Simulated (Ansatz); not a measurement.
# Hf2Ge3Ru: the cost of one run

Method: DFT PBE, scalar-relativistic, plane waves, PAW, in Ansatz 0.2.0.

### Step 1. The system as given

It takes space group P4/mmm (No. 123, tetragonal). Conventional cell: a = 4.407 Å, b = 4.407 Å, c = 6.569 Å, α = 90.00°, β = 90.00°, γ = 90.00°. Hf (site symmetry mmm) is surrounded by 4 Ge at 2.42 Å. Ge (site symmetry 4mm) is surrounded by 1 Ge at 1.99 Å. Ge (site symmetry 4/mmm) is surrounded by 2 Ge at 2.29 Å. Around Ru (site symmetry 4/mmm) lie 4 Ge at 3.12 Å.

Structure file:

```cif
data_structure
_symmetry_space_group_name_H-M 'P 1'
_symmetry_Int_Tables_number 1
_cell_length_a 4.4069
_cell_length_b 4.4069
_cell_length_c 6.5688
_cell_angle_alpha 90.000
_cell_angle_beta 90.000
_cell_angle_gamma 90.000
_cell_volume 127.57
loop_
_atom_site_label
_atom_site_type_symbol
_atom_site_fract_x
_atom_site_fract_y
_atom_site_fract_z
_atom_site_occupancy
Hf1 Hf 0.00000 0.50000 0.50000 1
Hf2 Hf 0.50000 0.00000 0.50000 1
Ge1 Ge 0.50000 0.50000 0.34890 1
Ge2 Ge 0.50000 0.50000 0.65110 1
Ge3 Ge 0.50000 0.50000 0.00000 1
Ru1 Ru 0.00000 0.00000 0.00000 1
```

The cell is invented: random cell by space group and Wyckoff sites (P4/mmm, No. 123). The dimensions are guesses.

### Step 2. The guess as it stands, on a coarse mesh

File input.yaml:

```yaml
crystal:
  lattice:
    - [4.40686089, 0.0, 0.0]
    - [0.0, 4.40686089, 0.0]
    - [0.0, 0.0, 6.56882871]
  atoms:
    - { symbol: Hf, position: [0.0, 0.5, 0.5] }
    - { symbol: Hf, position: [0.5, 0.0, 0.5] }
    - { symbol: Ge, position: [0.5, 0.5, 0.34889901] }
    - { symbol: Ge, position: [0.5, 0.5, 0.65110099] }
    - { symbol: Ge, position: [0.5, 0.5, 0.0] }
    - { symbol: Ru, position: [0.0, 0.0, 0.0] }
basis:
  ecutwfc: 420
kpoints:
  mp_grid: { grid: [4, 4, 4] }
hamiltonian:
  xc: pbe
scf:
  occupations: { method: gaussian, width: 0.1 }
  lower_state_search: "off"
output:
  forces: true
  stress: true
  eigenvalues: true
```

Command:

```console
$ ansatz run input.yaml --threads 1 --pin off --max-ram 2560MiB --backend cpu --events-out ev --progress --plain --runs-dir out
```

What time and memory should one allow on 1 thread of Arm Neoverse V2, shared host?

About 8.8 s, with a peak of 0.46 GiB.
